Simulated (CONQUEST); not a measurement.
**LaB6 under changes of volume**

One of the cells (10.262 Å³/atom); the others are scaled copies at fixed shape and fractional positions:

```
La B
1.0
     4.15700    0.00000    0.00000
     0.00000    4.15700    0.00000
     0.00000    0.00000    4.15700
La B
1 6
Direct
  0.00000 0.00000 0.00000
  0.80250 0.50000 0.50000
  0.19750 0.50000 0.50000
  0.50000 0.80250 0.50000
  0.50000 0.50000 0.19750
  0.50000 0.19750 0.50000
  0.50000 0.50000 0.80250
```

* Program: CONQUEST 1.3
* Functional: PBE
* Potentials or basis: PseudoDojo NC PBE, DZ, grid of 40 × 40 × 40 points
* k mesh: 7 × 7 × 7
* Occupations: fermi-dirac, width 0.05 eV
* Spin: no spin polarisation

| volume (Å³/atom) | energy over the lowest point (meV/atom) | pressure (GPa) | largest force (eV/Å) |
| --- | --- | --- | --- |
| 9.647 | 38.02 | 16.1 | 0.599 |
| 9.852 | 20.36 | 11.3 | 0.625 |
| 10.057 | 8.45 | 7.3 | 0.664 |
| 10.262 | ? | ? | ? |
| 10.467 | 0.00 | -0.6 | 0.711 |
| 10.673 | 2.61 | -3.7 | 0.731 |
| 10.878 | 9.19 | -6.6 | 0.747 |

Question: What does the run at 10.262 Å³/atom give?

Answer: Energy over the lowest point 1.60 meV/atom; pressure 3.1 GPa; largest force 0.702 eV/Å.

Worked out: A Birch-Murnaghan fit of order 3 (a polynomial in V^(-2/3)) to the other rows has its minimum at 10.45 Å³/atom with B0 = V·E''(V) = 176 GPa and B' = 3.6 at fixed shape and positions, which overstates the stiffness. It gives 1.83 meV/atom at 10.262 Å³/atom, against the run's 1.60, and -dE/dV = 3.2 GPa, against 3.1.

Energies are extrapolated to zero smearing.

Caveats: the atomic basis is small; the basis of atomic orbitals isn't converged, which shifts pressures, moduli and gaps.
